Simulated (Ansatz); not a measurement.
# Pb: one crystal by all-electron and frozen-core methods

Aim: solve Pb at one geometry with LAPW, all electrons, PAW on the default files and datasets made for this crystal, and see where they agree.

This is Pb in the diamond structure; at room conditions it is fcc.

Computed with Ansatz 0.2.0 (DFT LDA, scalar-relativistic, unless a step's input says otherwise).

## 1. The structure to begin with

It takes space group Fd-3m (No. 227, cubic). Conventional cell: a = 6.878 Å, b = 6.878 Å, c = 6.878 Å, α = 90.00°, β = 90.00°, γ = 90.00°. Pb (site symmetry -43m) is surrounded by 4 Pb at 2.98 Å.

Structure file:

```xyz
2
Lattice="0.0000 3.4390 3.4390 3.4390 0.0000 3.4390 3.4390 3.4390 0.0000" Properties=species:S:1:pos:R:3 pbc="T T T"
Pb    0.0000    0.0000    0.0000
Pb    1.7195    1.7195    1.7195
```

Structure from a Materials Project entry, not relaxed further.

Atoms are numbered in the order of the input: Pb1, Pb2.

## 2. LAPW, all electrons

File input.yaml:

```yaml
crystal:
  lattice:
    - [0.0, 3.4390000555, 3.4390000555]
    - [3.4390000555, 0.0, 3.4390000555]
    - [3.4390000555, 3.4390000555, 0.0]
  atoms:
    - { symbol: Pb, position: [0.0, 0.0, 0.0] }
    - { symbol: Pb, position: [0.25, 0.25, 0.25] }
kpoints:
  mp_grid: { grid: [8, 8, 8] }
  band_path:
    path:
      - [0.0, 0.0, 0.0]
      - [0.5, 0.0, 0.5]
      - [0.625, 0.25, 0.625]
      - [0.375, 0.375, 0.75]
      - [0.0, 0.0, 0.0]
      - [0.5, 0.5, 0.5]
      - [0.5, 0.25, 0.75]
      - [0.5, 0.0, 0.5]
    npoints: 14
scf:
  occupations: { method: fermi_dirac, width: 0.05 }
hamiltonian:
  xc: lda
  pseudopotentials: { kind: all_electron, lapw: { basis_error: 0.00025 } }
output:
  forces: true
  stress: true
  eigenvalues: true
  populations: true
  dos: { projected: true, de: 0.2, e_range: [-14, 8] }
```

On the command line:

```console
ansatz run input.yaml --threads 1 --pin off --max-ram 3072MiB --backend cpu --events-out ev --progress --plain --runs-dir out
```

## 3. PAW on the default files

input.yaml: that of step 2 with these lines changed.

```diff
@@ -25,3 +25,3 @@
   xc: lda
-  pseudopotentials: { kind: all_electron, lapw: { basis_error: 0.00025 } }
+  pseudopotentials: { kind: paw }
 output:
@@ -30,3 +30,9 @@
   eigenvalues: true
+  efg: { contact_densities: true }
   populations: true
+  bader: true
   dos: { projected: true, de: 0.2, e_range: [-14, 8] }
+  write_density: true
+  write_potential: true
+  elf: true
+  volumetric_format: npy
```

## 4. Datasets made for this crystal

input.yaml: that of step 3 with these lines changed.

```diff
@@ -20,3 +20,3 @@
       - [0.5, 0.0, 0.5]
-    npoints: 14
+    npoints: 8
 scf:
@@ -25,3 +25,3 @@
   xc: lda
-  pseudopotentials: { kind: paw }
+  pseudopotentials: { kind: all_electron, datasets: crystal }
 output:
@@ -31,8 +31 @@
   efg: { contact_densities: true }
-  populations: true
-  bader: true
-  dos: { projected: true, de: 0.2, e_range: [-14, 8] }
-  write_density: true
-  write_potential: true
-  elf: true
-  volumetric_format: npy
```

(Steps that only read results are left out.)

What does the calculation give? Wanted: pressure; gap; Bader charges.

The runs gave:

| quantity | value |
| --- | --- |
| pressure | LAPW -0.74, PAW -0.74, crystal datasets -0.74 GPa |
| gap (LAPW) | none |
| Bader charges (PAW) | Pb1 +0.00 e |

The pressure of -0.7 GPa pushes the cell to shrink, with the atoms held in place. Bands cross the Fermi level: the crystal is a metal at this level. Pb 6p carries the largest share, 92 %, of the projected states within 0.3 eV of the Fermi level. The projection holds only the free atom's occupied shells (Pb 6s, Pb 6p in this range). PAW lies less than 0.01 GPa from LAPW in pressure. The price, with the outputs that each input asks for: 20 s for LAPW against 13 s for PAW, about 1.6 to one. Spin-orbit coupling is left out, though the cell holds Pb; in elements this heavy it can shift bands and gaps by tenths of an eV.
